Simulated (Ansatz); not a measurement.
# C3H4ClSi: the cost of one run

Method: one geometry, several basis sets; program: Ansatz 0.2.0, Gaussian basis.

The runs, in order: PBE0-D4/def2-SVP; ωB97M-V/def2-SVP; PBE0-D4/def2-QZVPP; ωB97M-V/def2-QZVPP; the functionals' def2-TZVPP values are taken from earlier runs.

**1. The geometry**

An earlier PBE0-D4 in a triple-zeta def2 set relaxation fixed the geometry.

9 atoms, charge 0, spin multiplicity 2.

Atoms are counted from 1 here; the program's logs count them from 0.

Bond lengths: C1–C2 1.212 Å, C2–Si3 1.826 Å, Si3–C4 1.851 Å, Si3–Cl5 2.054 Å, Si3–H6 1.479 Å, C4–H7 1.093 Å, C4–H8 1.092 Å, C4–H9 1.092 Å. Angles: C1–C2–Si3 177.4°, C2–Si3–C4 110.2°, C2–Si3–Cl5 108.0°, C2–Si3–H6 108.1°, C4–Si3–Cl5 110.0°, C4–Si3–H6 112.8°, Cl5–Si3–H6 107.5°, Si3–C4–H7 109.9°, Si3–C4–H8 110.4°, Si3–C4–H9 110.5°, H7–C4–H8 108.7°, H7–C4–H9 108.6°, H8–C4–H9 108.7°.

**2. PBE0-D4 in def2-SVP**

File in.yaml:

```yaml
crystal:
  periodic: [false, false, false]
  atoms:
    - {symbol: C, position_ang: [2.706567, -1.363582, 0.002669]}
    - {symbol: C, position_ang: [1.791478, -0.572803, -0.082278]}
    - {symbol: Si, position_ang: [0.377367, 0.581197, -0.146699]}
    - {symbol: C, position_ang: [-1.186786, -0.296413, 0.309828]}
    - {symbol: Cl, position_ang: [0.241499, 1.310621, -2.061506]}
    - {symbol: H, position_ang: [0.675087, 1.724079, 0.744325]}
    - {symbol: H, position_ang: [-1.108745, -0.693567, 1.324994]}
    - {symbol: H, position_ang: [-2.034885, 0.390227, 0.266127]}
    - {symbol: H, position_ang: [-1.372979, -1.126156, -0.374558]}
basis:
  gaussian: {orbitals: def2-SVP}
magnetization: {spin_polarized: true, initial_magnetization: 1}
hamiltonian: {xc: pbe0, dispersion: d4}
output: {orbitals: {seedname: orbitals}}
```

On the command line:

```sh
> ansatz run in.yaml --threads 4 --pin off --events-out ev --progress --plain --max-ram 10444MiB
```

What time and memory should one allow on 4 threads of Arm Neoverse V2, shared host?

About 3.1 s, with a peak of 0.26 GiB.
